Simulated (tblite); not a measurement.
# C7H8FNSi: the cost of one run

Computed with tblite 0.8.0 and PySCF 2.14.0, with density-fitted response routines of our own, on a single molecule, in the gas phase or a continuum. Atoms count from 0, in the outputs and in this text.

## Step 1: The starting structure

18 atoms, charge 0, multiplicity 1; geometry from: force field or distance geometry start.

Bonds of the start (Å): C0–C1 1.47, C1–C2 1.19, C2–C3 1.43, C3–C4 1.39, C4–F5 1.33, C4–C6 1.41, C6–C7 1.38, C7–N8 1.37, N8–Si9 1.77, N8–C3 1.36, C0–H10 1.09, C0–H11 1.10, C0–H12 1.08, C6–H13 1.08, C7–H14 1.09, Si9–H15 1.48, Si9–H16 1.49, Si9–H17 1.49.

## Step 2: Geometry optimisation with GFN2-xTB

What the job is given:

```
{"job": {"kind": "relax", "xc": "GFN2-xTB", "basis": "xTB"}, "charge": 0, "multiplicity": 1}
C      3.516500     1.079300     0.163300
C      2.183600     0.456800     0.140300
C      1.116900    -0.074200     0.143700
C     -0.175000    -0.683500     0.120400
C     -0.457500    -2.001700     0.454500
F      0.434600    -2.919100     0.822300
C     -1.836900    -2.228500     0.311600
C     -2.390900    -1.031500    -0.086400
N     -1.375600    -0.118100    -0.197900
Si    -1.637600     1.561000    -0.689100
H      4.271600     0.370700     0.487600
H      3.520200     1.933100     0.849600
H      3.773300     1.442300    -0.823400
H     -2.359000    -3.160100     0.492100
H     -3.432700    -0.774800    -0.303700
H     -0.878100     1.860500    -1.926500
H     -1.202300     2.497800     0.386500
H     -3.079700     1.796300    -0.963200
```

Started as:

```bash
$ OMP_NUM_THREADS=1 python probes_run.py task.json out
```

This one command runs all jobs of the session in turn.

Q: Estimate the wall time and peak memory of this first job on 1 thread of Intel Xeon at 2.50GHz, shared host.

About 1.7 s, with a peak of 0.18 GiB.
